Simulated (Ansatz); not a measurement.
**CH3BFN: vertical ionisation energy**

An exercise on one series of results from a longer session: the logs are not shown, and one member is left open.

Program: Ansatz 0.2.0, Gaussian basis. Level of theory: unrestricted cation, the program's frozen cores in correlated methods. These are calculated values, not measurements.

Levels to be run: UKS PBE-D4/def2-TZVPP; UKS r2SCAN-D4/def2-TZVPP; UKS PBE0-D4/def2-TZVPP; UKS B3LYP-D4/def2-TZVPP; UKS wB97X-V/def2-TZVPP; UKS wB97M-V/def2-TZVPP; UKS B2PLYP/def2-TZVPP; UHF-CCSD(T)/def2-TZVPP; UHF-MP2/def2-QZVPP; extrapolation to the limit; then −ε(HOMO) from the neutral's earlier runs with LDA (SPW92), PBE-D4, revPBE-D4, BLYP-D4, r2SCAN-D4, B97M-V, PBE0-D4, B3LYP-D4, r2SCANh-D4, r2SCAN0-D4, HSE06-D4, BHLYP-D4, CAM-B3LYP-D4, LC-ωPBE, ωB97X-V, ωB97M-V.

### Structure used throughout

An earlier PBE0-D4 in a triple-zeta def2 set relaxation fixed the geometry.

SMILES `C=NBF`, 7 atoms, charge 0, spin multiplicity 1.

Atoms are counted from 1 here; the program's logs count them from 0.

Bond lengths: C1–N2 1.238 Å, C1–H5 1.096 Å, C1–H6 1.096 Å, N2–B3 1.369 Å, B3–F4 1.338 Å, B3–H7 1.196 Å. Angles: N2–C1–H5 121.8°, N2–C1–H6 121.8°, H5–C1–H6 116.5°, C1–N2–B3 177.6°, N2–B3–F4 120.3°, N2–B3–H7 119.9°, F4–B3–H7 119.9°.

Set-up of the first run:

in.yaml

```yaml
crystal:
  periodic: [false, false, false]
  atoms:
    - {symbol: C, position_ang: [-0.648318, 1.121805, -0.085640]}
    - {symbol: N, position_ang: [-0.040515, 0.046053, -0.011441]}
    - {symbol: B, position_ang: [0.680735, -1.114428, 0.080826]}
    - {symbol: F, position_ang: [0.116167, -2.286420, -0.232296]}
    - {symbol: H, position_ang: [-0.651911, 1.720763, -1.003911]}
    - {symbol: H, position_ang: [-1.214213, 1.524552, 0.762586]}
    - {symbol: H, position_ang: [1.819255, -1.080424, 0.444075]}
basis:
  gaussian: {orbitals: def2-TZVPP}
total_charge: 1
magnetization: {spin_polarized: true, initial_magnetization: 1}
hamiltonian: {xc: pbe, dispersion: d4}
```

Run with:

```sh
$ ansatz run in.yaml --threads 2 --pin off --events-out ev --progress --plain --max-ram 4352MiB
```

Steps of the session up to this table: Cation, UKS PBE-D4/def2-TZVPP; Cation, UKS r2SCAN-D4/def2-TZVPP; Cation, UKS PBE0-D4/def2-TZVPP; Cation, UKS B3LYP-D4/def2-TZVPP; Cation, UKS wB97X-V/def2-TZVPP; Cation, UKS wB97M-V/def2-TZVPP; Cation, UKS B2PLYP (frozen core)/def2-TZVPP; Cation, UHF-CCSD(T)/def2-TZVPP; Cation, UHF-MP2/def2-QZVPP.

One table of the session follows, with a row left open; its other results are not shown here.

For comparison, −ε(HOMO) of the neutral from earlier runs:

| functional | −ε(HOMO) (eV) |
| --- | --- |
| LDA (SPW92) | 6.58 |
| PBE-D4 | 6.43 |
| revPBE-D4 | 6.37 |
| BLYP-D4 | 6.33 |
| r2SCAN-D4 | 6.66 |
| B97M-V | 6.77 |
| PBE0-D4 | 7.78 |
| B3LYP-D4 | 7.57 |
| r2SCANh-D4 | 7.17 |
| r2SCAN0-D4 | 7.94 |
| HSE06-D4 | 7.37 |
| BHLYP-D4 | ? |
| CAM-B3LYP-D4 | 9.18 |
| LC-ωPBE | 10.52 |
| ωB97X-V | 10.16 |
| ωB97M-V | 10.08 |

Estimate the missing values for BHLYP-D4.

Worked estimate for «−ε(HOMO) (eV)». Against the share of exact exchange, BLYP-D4 (0, 6.33), B3LYP-D4 (0.2, 7.57) give a slope of 6.20 per unit share; at 0.5 the line stands at 9.43.

As computed: −ε(HOMO) (eV): 9.06. In «−ε(HOMO) (eV)» the line misses by +0.37.
